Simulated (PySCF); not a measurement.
# InH2F (SMILES [H][In]([H])[F]) at CCSDT/STO-3G

What is the vertical singlet–triplet gap of InH2F at CCSDT/STO-3G? The job is set up through a Python script.

The calculation is run with PySCF 2.14.0.

2 further runs of the same task are left out: 2 set aside as unsound or not needed.

### Step 1. The molecule

The species is InH2F (4 atoms), meant as a singlet with charge 0. As SMILES, `[H][In]([H])[F]`. Geometry: a GFN2-xTB relaxation, a rough one for these elements and not checked as a minimum.

Bond lengths: In1–F4 1.946 Å, In1–H2 1.693 Å, In1–H3 1.691 Å. Angles: H2–In1–F4 114.4°, H3–In1–F4 114.5°, H2–In1–H3 131.1°.

### Step 2. A single-point energy at CCSDT/STO-3G

Contents of input.xyz:

```xyz
4

In     0.069180     0.117330    -0.000190
H      1.751200    -0.073770     0.013580
H     -0.891440     1.509340    -0.018860
F     -0.928940    -1.552910     0.005460
```

Contents of calc.py:

```python
from pyscf import gto, scf, cc

molecule = gto.Mole()
molecule.atom = 'input.xyz'
molecule.basis = 'sto-3g'
molecule.charge = 0
molecule.verbose = 4
molecule.max_memory = 1860
molecule.build()

mf = scf.RHF(molecule)
mf.conv_tol = 1e-10
mf.kernel()
if not mf.converged:
    mf = mf.newton().run(mf.mo_coeff, mf.mo_occ)

mycc = cc.CCSDT(mf, frozen=19)
mycc.kernel()
e_final = mycc.e_tot
print('E = %.10f Eh' % e_final)
```

Launch:

```
$ OMP_NUM_THREADS=1 python calc.py
```

The program printed:

```text
PySCF version 2.14.0

[INPUT] num. atoms = 4
[INPUT] num. electrons = 60
[INPUT] charge = 0
[INPUT] spin (= nelec alpha-beta = 2S) = 0
[INPUT] symmetry False subgroup None
[INPUT] Mole.unit = angstrom
[INPUT] Symbol           X                Y                Z      unit          X                Y                Z       unit  Magmom
[INPUT]  1 In     0.069180000000   0.117330000000  -0.000190000000 AA    0.130731253297   0.221721566195  -0.000359047964 Bohr   0.0
[INPUT]  2 H      1.751200000000  -0.073770000000   0.013580000000 AA    3.309288389338  -0.139405096209   0.025662480772 Bohr   0.0
[INPUT]  3 H     -0.891440000000   1.509340000000  -0.018860000000 AA   -1.684577456482   2.852239228851  -0.035640234709 Bohr   0.0
[INPUT]  4 F     -0.928940000000  -1.552910000000   0.005460000000 AA   -1.755442186153  -2.934574596098   0.010317904640 Bohr   0.0

nuclear repulsion = 153.866038925909
number of shells = 16
number of NR pGTOs = 102
number of NR cGTOs = 34
basis = sto-3g
ecp = {}

******** <class 'pyscf.scf.hf.RHF'> ********
method = RHF
initial guess = minao
damping factor = 0
level_shift factor = 0
DIIS = <class 'pyscf.scf.diis.CDIIS'>
diis_start_cycle = 1
diis_space = 8
diis_damp = 0
SCF conv_tol = 1e-10
SCF conv_tol_grad = None
SCF max_cycles = 50
direct_scf = True
direct_scf_tol = 1e-13
Set gradient conv threshold to 1e-05
Initial guess from minao.
init E= -5766.22130775893
  HOMO = -0.614923900510034  LUMO = -0.242839386137525  gap/eV = 10.12494
cycle= 1 E= -5781.9666985255  delta_E= -15.7  |g|= 0.409  |ddm|= 2.13
  HOMO = -0.156357518962463  LUMO = 0.228593482700961  gap/eV = 10.47505
cycle= 2 E= -5782.05301110093  delta_E= -0.0863  |g|= 0.0998  |ddm|= 0.941
  HOMO = -0.311143839682723  LUMO = 0.222893423340289  gap/eV = 14.53189
cycle= 3 E= -5782.0582946993  delta_E= -0.00528  |g|= 0.0265  |ddm|= 0.217
  HOMO = -0.307754680348376  LUMO = 0.219302956319279  gap/eV = 14.34197
cycle= 4 E= -5782.05887649491  delta_E= -0.000582  |g|= 0.00923  |ddm|= 0.0661
  HOMO = -0.309805804964379  LUMO = 0.219781045516558  gap/eV = 14.41079
cycle= 5 E= -5782.05899626747  delta_E= -0.00012  |g|= 0.00251  |ddm|= 0.0386
  HOMO = -0.309785239563562  LUMO = 0.219724478325166  gap/eV = 14.40869
cycle= 6 E= -5782.0590063522  delta_E= -1.01e-05  |g|= 0.000258  |ddm|= 0.0133
  HOMO = -0.309737722185815  LUMO = 0.219725632463013  gap/eV = 14.40743
cycle= 7 E= -5782.05900642144  delta_E= -6.92e-08  |g|= 4.98e-05  |ddm|= 0.000981
  HOMO = -0.309729704785535  LUMO = 0.219728150963029  gap/eV = 14.40728
cycle= 8 E= -5782.05900642405  delta_E= -2.61e-09  |g|= 9.53e-06  |ddm|= 0.000179
  HOMO = -0.309730438263168  LUMO = 0.219727996650792  gap/eV = 14.40730
cycle= 9 E= -5782.05900642416  delta_E= -1.06e-10  |g|= 1.45e-06  |ddm|= 3.78e-05
  HOMO = -0.309730525728551  LUMO = 0.219727955547658  gap/eV = 14.40730
cycle= 10 E= -5782.05900642417  delta_E= -1.36e-11  |g|= 3.06e-07  |ddm|= 5e-06
  HOMO = -0.30973050500979  LUMO = 0.219727948865185  gap/eV = 14.40730
Extra cycle  E= -5782.05900642417  delta_E= 3.64e-12  |g|= 1.28e-07  |ddm|= 7.15e-07
converged SCF energy = -5782.05900642417

******** <class 'pyscf.cc.rccsdt.RCCSDT'> ********
RCCSDT nocc = 11, nmo = 15
Allocating only the i<=j<=k part of the T3 amplitude in memory
frozen orbitals 19
max_cycle = 50
conv_tol = 1e-07
conv_tol_normt = 1e-06
diis with the T3 amplitude
diis_space = 6
diis_start_cycle = 0
diis_start_energy_diff = 1e+09
einsum_backend: numpy
_make_eris_incore_RCCSDT
blksize  8    blksize_oovv  4    blksize_oooo  4    blksize_vvvv  1

WARN: A large `blksize` is being used, which may cause large memory consumption
      for storing contraction intermediates. If memory is sufficient, consider using
      `pyscf.cc.rccsdt_highm.RCCSDT` instead.

Approximate memory usage estimate
    T3 memory                 143 KB
    R3 memory                 143 KB
    Symmetrized T3 memory    66.0 KB
    ERIs memory               396 KB
    T1-ERIs memory            396 KB
    Intermediates memory      396 KB
    Block workspace           120 KB
    T3 einsum buffer          120 KB
Init t2, MP2 energy = -5782.109764122140  E_corr(MP2) -0.050757697974
Init E_corr(RCCSDT) = -0.0507576979740765
cycle =  1  E_corr(RCCSDT) = -0.058228601156  dE = -7.470903181926e-03  norm(d tamps) = 7.87629537e-02
cycle =  2  E_corr(RCCSDT) = -0.070329747103  dE = -1.210114594726e-02  norm(d tamps) = 5.52416331e-02
cycle =  3  E_corr(RCCSDT) = -0.069192804934  dE =  1.136942169516e-03  norm(d tamps) = 4.80527060e-02
cycle =  4  E_corr(RCCSDT) = -0.073552814228  dE = -4.360009294130e-03  norm(d tamps) = 1.37041204e-02
cycle =  5  E_corr(RCCSDT) = -0.074070891208  dE = -5.180769798774e-04  norm(d tamps) = 4.97424788e-03
cycle =  6  E_corr(RCCSDT) = -0.074097852515  dE = -2.696130770813e-05  norm(d tamps) = 3.39916626e-03
cycle =  7  E_corr(RCCSDT) = -0.074091222053  dE =  6.630462544718e-06  norm(d tamps) = 1.41271307e-03
cycle =  8  E_corr(RCCSDT) = -0.074108627483  dE = -1.740543019239e-05  norm(d tamps) = 5.19433380e-04
cycle =  9  E_corr(RCCSDT) = -0.074111868588  dE = -3.241105173982e-06  norm(d tamps) = 2.57342097e-04
cycle = 10  E_corr(RCCSDT) = -0.074111082056  dE =  7.865327037865e-07  norm(d tamps) = 1.46432515e-04
cycle = 11  E_corr(RCCSDT) = -0.074113236713  dE = -2.154657091066e-06  norm(d tamps) = 3.95843304e-05
cycle = 12  E_corr(RCCSDT) = -0.074113604664  dE = -3.679509459203e-07  norm(d tamps) = 2.20271298e-05
cycle = 13  E_corr(RCCSDT) = -0.074114488675  dE = -8.840113092656e-07  norm(d tamps) = 1.17016804e-05
cycle = 14  E_corr(RCCSDT) = -0.074114782840  dE = -2.941649356464e-07  norm(d tamps) = 4.62115566e-06
cycle = 15  E_corr(RCCSDT) = -0.074115108451  dE = -3.256109536026e-07  norm(d tamps) = 2.94627330e-06
cycle = 16  E_corr(RCCSDT) = -0.074115181594  dE = -7.314356123556e-08  norm(d tamps) = 1.48831397e-06
cycle = 17  E_corr(RCCSDT) = -0.074115218478  dE = -3.688350820596e-08  norm(d tamps) = 6.08244897e-07
RCCSDT converged
E(RCCSDT) = -5782.133121642644   E_corr = -0.07411521847788749
E_corr(same-spin) = -0.00903418899702501
E_corr(oppo-spin) = -0.0650810294808625
E = -5782.1331216426 Eh
```

Run time: 2.7 s. Hardware: 1 thread of Intel Xeon Platinum 8488C (Sapphire Rapids), shared host; peak memory 0.11 GiB.

### Step 3. The triplet at the same level

Contents of calc.py:

```python
from pyscf import gto, scf, cc

system = gto.Mole()
system.atom = [
    ('In', (0.069180, 0.117330, -0.000190)),
    ('H', (1.751200, -0.073770, 0.013580)),
    ('H', (-0.891440, 1.509340, -0.018860)),
    ('F', (-0.928940, -1.552910, 0.005460)),
]
system.charge = 0
system.basis = 'sto-3g'
system.spin = 2
system.max_memory = 1860
system.verbose = 4
system.build()

myscf = scf.UHF(system)
myscf.conv_tol = 1e-10
myscf.kernel()
if not myscf.converged:
    myscf = myscf.newton().run(myscf.mo_coeff, myscf.mo_occ)

mycc = cc.CCSDT(myscf, frozen=19)
mycc.kernel()
energy = mycc.e_tot
print('E = %.10f Eh' % energy)
```

Launch:

```
$ OMP_NUM_THREADS=1 python calc.py
```

The program printed:

```text
PySCF version 2.14.0

[INPUT] num. atoms = 4
[INPUT] num. electrons = 60
[INPUT] charge = 0
[INPUT] spin (= nelec alpha-beta = 2S) = 2
[INPUT] symmetry False subgroup None
[INPUT] Mole.unit = angstrom
[INPUT] Symbol           X                Y                Z      unit          X                Y                Z       unit  Magmom
[INPUT]  1 In     0.069180000000   0.117330000000  -0.000190000000 AA    0.130731253297   0.221721566195  -0.000359047964 Bohr   0.0
[INPUT]  2 H      1.751200000000  -0.073770000000   0.013580000000 AA    3.309288389338  -0.139405096209   0.025662480772 Bohr   0.0
[INPUT]  3 H     -0.891440000000   1.509340000000  -0.018860000000 AA   -1.684577456482   2.852239228851  -0.035640234709 Bohr   0.0
[INPUT]  4 F     -0.928940000000  -1.552910000000   0.005460000000 AA   -1.755442186153  -2.934574596098   0.010317904640 Bohr   0.0

nuclear repulsion = 153.866038925909
number of shells = 16
number of NR pGTOs = 102
number of NR cGTOs = 34
basis = sto-3g
ecp = {}

******** <class 'pyscf.scf.uhf.UHF'> ********
method = UHF
initial guess = minao
damping factor = 0
level_shift factor = 0
DIIS = <class 'pyscf.scf.diis.CDIIS'>
diis_start_cycle = 1
diis_space = 8
diis_damp = 0
SCF conv_tol = 1e-10
SCF conv_tol_grad = None
SCF max_cycles = 50
direct_scf = True
direct_scf_tol = 1e-13
number electrons alpha = 31  beta = 29
Set gradient conv threshold to 1e-05
init E= -5766.22130775893
[... the frontier-level lines of each cycle are left out ...]


cycle= 1 E= -5781.67065051114  delta_E= -15.4  |g|= 0.334  |ddm|= 1.84


cycle= 2 E= -5781.79352970227  delta_E= -0.123  |g|= 0.216  |ddm|= 1.02
cycle= 3 E= -5781.82987536145  delta_E= -0.0363  |g|= 0.0464  |ddm|= 0.335
cycle= 4 E= -5781.83975753259  delta_E= -0.00988  |g|= 0.056  |ddm|= 0.166
cycle= 5 E= -5781.84763450206  delta_E= -0.00788  |g|= 0.0622  |ddm|= 0.115
cycle= 6 E= -5781.82010521533  delta_E= 0.0275  |g|= 0.0552  |ddm|= 0.55
cycle= 7 E= -5781.81855083661  delta_E= 0.00155  |g|= 0.0244  |ddm|= 0.184
cycle= 8 E= -5781.81282359927  delta_E= 0.00573  |g|= 0.0517  |ddm|= 0.241
cycle= 9 E= -5781.81926393225  delta_E= -0.00644  |g|= 0.0266  |ddm|= 0.281
cycle= 10 E= -5781.82079905227  delta_E= -0.00154  |g|= 0.036  |ddm|= 0.102
[... cycles 11 to 40 left out ...]
cycle= 41 E= -5781.81890363815  delta_E= -0.00353  |g|= 0.0207  |ddm|= 0.215
cycle= 42 E= -5781.82536033448  delta_E= -0.00646  |g|= 0.0389  |ddm|= 0.306
cycle= 43 E= -5781.81979023929  delta_E= 0.00557  |g|= 0.0248  |ddm|= 0.259
cycle= 44 E= -5781.81947809692  delta_E= 0.000312  |g|= 0.024  |ddm|= 0.0227
cycle= 45 E= -5781.82059112624  delta_E= -0.00111  |g|= 0.0274  |ddm|= 0.0708
cycle= 46 E= -5781.81969751872  delta_E= 0.000894  |g|= 0.025  |ddm|= 0.0553
cycle= 47 E= -5781.82017805008  delta_E= -0.000481  |g|= 0.0259  |ddm|= 0.0294
cycle= 48 E= -5781.81892646865  delta_E= 0.00125  |g|= 0.0241  |ddm|= 0.105
cycle= 49 E= -5781.81449979229  delta_E= 0.00443  |g|= 0.0352  |ddm|= 0.249
cycle= 50 E= -5781.82018445829  delta_E= -0.00568  |g|= 0.0258  |ddm|= 0.316
SCF not converged.
SCF energy = -5781.82018445829 after 50 cycles  <S^2> = 2.0456514  2S+1 = 3.0302814

******** <class 'pyscf.soscf.newton_ah.SecondOrderUHF'> ********
method = SecondOrderUHF
initial guess = minao
damping factor = 0
level_shift factor = 0
DIIS = <class 'pyscf.scf.diis.CDIIS'>
diis_start_cycle = 1
diis_space = 8
diis_damp = 0
SCF conv_tol = 1e-10
SCF conv_tol_grad = None
SCF max_cycles = 50
direct_scf = True
direct_scf_tol = 1e-13
number electrons alpha = 31  beta = 29
******** <class 'pyscf.scf.uhf.UHF'> Newton solver flags ********
SCF tol = 1e-10
conv_tol_grad = None
max. SCF cycles = 50
direct_scf = True
direct_scf_tol = 1e-13
max_cycle_inner = 12
max_stepsize = 0.05
ah_start_tol = 1e+09
ah_level_shift = 0
ah_conv_tol = 1e-12
ah_lindep = 1e-14
ah_start_cycle = 1
ah_max_cycle = 40
ah_grad_trust_region = 2.5
kf_interval = 4
kf_trust_region = 5
canonicalization = True
Set conv_tol_grad to 1e-05
Initial guess E= -5781.82018445829  |g|= 0.0258465
macro= 0  E= -5781.88646738933  delta_E= -0.0662829  |g|= 0.0701492  3 KF 21 JK
macro= 1  E= -5781.90052333767  delta_E= -0.0140559  |g|= 2.24535e-05  5 KF 21 JK
macro= 2  E= -5781.90052333768  delta_E= -8.18545e-12  |g|= 2.65326e-06  1 KF 2 JK
Canonicalize SCF orbitals
macro X = 3  E=-5781.90052333768  |g|= 2.65326e-06  total 10 KF 48 JK
converged SCF energy = -5781.90052333768  <S^2> = 2.0252838  2S+1 = 3.0168088

******** <class 'pyscf.cc.uccsdt.UCCSDT'> ********
UCCSDT nocc = (np.int64(12), np.int64(10)), nmo = (15, 15)
Allocating only the i<=j<=k part of the T3 amplitude in memory
frozen orbitals 19
max_cycle = 50
conv_tol = 1e-07
conv_tol_normt = 1e-06
diis with the T3 amplitude
diis_space = 6
diis_start_cycle = 0
diis_start_energy_diff = 1e+09
einsum_backend: numpy
_make_eris_incore_UCCSDT
blksize_o_aaa     8    blksize_v_aaa     5
blksize_o_aab     8    blksize_v_aab     5

WARN: A large `blksize_v_aaa` is being used, which may cause large memory consumption
      for storing contraction intermediates. If memory is sufficient, consider using
      `pyscf.cc.uccsdt_highm.UCCSDT` instead.

WARN: A large `blksize_v_aab` is being used, which may cause large memory consumption
      for storing contraction intermediates. If memory is sufficient, consider using
      `pyscf.cc.uccsdt_highm.UCCSDT` instead.

Approximate memory usage estimate
    T3 memory                 215 KB
    R3 memory                 215 KB
Init t2, MP2 energy = -0.0288500101245882
Init E_corr(UCCSDT) = -0.0288500101323473
cycle =  1  E_corr(UCCSDT) = -0.038575046297  dE = -9.725036164170e-03  norm(d tamps) = 6.23191593e-02
cycle =  2  E_corr(UCCSDT) = -0.043253284930  dE = -4.678238633483e-03  norm(d tamps) = 4.09852826e-02
cycle =  3  E_corr(UCCSDT) = -0.048897805130  dE = -5.644520199660e-03  norm(d tamps) = 3.24016513e-02
cycle =  4  E_corr(UCCSDT) = -0.050933932431  dE = -2.036127301720e-03  norm(d tamps) = 2.28191110e-02
cycle =  5  E_corr(UCCSDT) = -0.052281262212  dE = -1.347329780465e-03  norm(d tamps) = 1.58312285e-02
cycle =  6  E_corr(UCCSDT) = -0.054028108017  dE = -1.746845805314e-03  norm(d tamps) = 9.82768260e-03
cycle =  7  E_corr(UCCSDT) = -0.054015912833  dE =  1.219518392213e-05  norm(d tamps) = 2.84118003e-03
cycle =  8  E_corr(UCCSDT) = -0.054137977877  dE = -1.220650434820e-04  norm(d tamps) = 1.63211554e-03
cycle =  9  E_corr(UCCSDT) = -0.054151318774  dE = -1.334089698809e-05  norm(d tamps) = 9.50956697e-04
cycle = 10  E_corr(UCCSDT) = -0.054150626684  dE =  6.920894828344e-07  norm(d tamps) = 4.72146310e-04
cycle = 11  E_corr(UCCSDT) = -0.054160007127  dE = -9.380442458205e-06  norm(d tamps) = 2.96364470e-04
cycle = 12  E_corr(UCCSDT) = -0.054154966921  dE =  5.040205315589e-06  norm(d tamps) = 1.54112801e-04
cycle = 13  E_corr(UCCSDT) = -0.054152564020  dE =  2.402900960513e-06  norm(d tamps) = 7.13059965e-05
cycle = 14  E_corr(UCCSDT) = -0.054150813379  dE =  1.750641388354e-06  norm(d tamps) = 4.37862997e-05
cycle = 15  E_corr(UCCSDT) = -0.054150407754  dE =  4.056251854956e-07  norm(d tamps) = 2.76203631e-05
cycle = 16  E_corr(UCCSDT) = -0.054150476427  dE = -6.867271910849e-08  norm(d tamps) = 1.72673597e-05
cycle = 17  E_corr(UCCSDT) = -0.054150356849  dE =  1.195773704776e-07  norm(d tamps) = 1.26906359e-05
cycle = 18  E_corr(UCCSDT) = -0.054150147376  dE =  2.094735247135e-07  norm(d tamps) = 1.03592303e-05
cycle = 19  E_corr(UCCSDT) = -0.054149777772  dE =  3.696040858162e-07  norm(d tamps) = 9.17422505e-06
cycle = 20  E_corr(UCCSDT) = -0.054149330127  dE =  4.476445845669e-07  norm(d tamps) = 7.96269363e-06
cycle = 21  E_corr(UCCSDT) = -0.054149004087  dE =  3.260397149485e-07  norm(d tamps) = 6.28128324e-06
cycle = 22  E_corr(UCCSDT) = -0.054148895053  dE =  1.090340705223e-07  norm(d tamps) = 4.56006614e-06
cycle = 23  E_corr(UCCSDT) = -0.054148894443  dE =  6.104697095055e-10  norm(d tamps) = 3.38742733e-06
cycle = 24  E_corr(UCCSDT) = -0.054148935985  dE = -4.154265826478e-08  norm(d tamps) = 2.71218002e-06
cycle = 25  E_corr(UCCSDT) = -0.054149007704  dE = -7.171862938249e-08  norm(d tamps) = 2.15364082e-06
cycle = 26  E_corr(UCCSDT) = -0.054149120885  dE = -1.131808542582e-07  norm(d tamps) = 1.59886837e-06
cycle = 27  E_corr(UCCSDT) = -0.054149204993  dE = -8.410853015450e-08  norm(d tamps) = 1.00768947e-06
cycle = 28  E_corr(UCCSDT) = -0.054149252429  dE = -4.743552084463e-08  norm(d tamps) = 6.66442916e-07
UCCSDT converged
E(UCCSDT) = -5781.954672590109   E_corr = -0.05414925242892329
E_corr(same-spin) = -0.00488192031255796
E_corr(oppo-spin) = -0.0492673321163653
E = -5781.9546725901 Eh
```

It took 7.5 s on 1 thread of Intel Xeon Platinum 8488C (Sapphire Rapids), shared host; peak memory 0.13 GiB.

### Step 4. Summary of results

Level: CCSDT/STO-3G, 19 core orbitals frozen.

```
                                                           quantity           value
                                              singlet: total energy  -5782.13312 Eh
                      singlet: dipole moment (Hartree–Fock density)          1.38 D
                       singlet: HOMO energy (Hartree–Fock orbitals)        -8.43 eV
                       singlet: LUMO energy (Hartree–Fock orbitals)         5.98 eV
                     singlet: HOMO–LUMO gap (Hartree–Fock orbitals)        14.41 eV
              singlet: correlation energy (19 core orbitals frozen)       -74.1 mEh
                                             singlet: T1 diagnostic           0.020
                                              triplet: total energy  -5781.95467 Eh
                      triplet: dipole moment (Hartree–Fock density)          4.02 D
triplet: HOMO energy (Hartree–Fock orbitals) (highest over α and β)        -1.57 eV
 triplet: LUMO energy (Hartree–Fock orbitals) (lowest over α and β)         3.87 eV
              triplet: correlation energy (19 core orbitals frozen)       -54.1 mEh
                         triplet: ⟨S²⟩ of the reference determinant           2.025
                                             triplet: T1 diagnostic           0.038
                   vertical energy of the triplet above the singlet        4.856 eV
```

**Reading.** At this shape the triplet lies 4.86 eV (469 kJ/mol) above the singlet. In a minimal basis such a difference can be off by several eV, whatever the method. Mulliken charges (singlet) of the mean-field density run from -0.35 on F4 to +0.74 on In1. Relativity is left out (singlet) although the molecule holds a heavy atom. Relativity is left out (triplet) although the molecule holds a heavy atom.
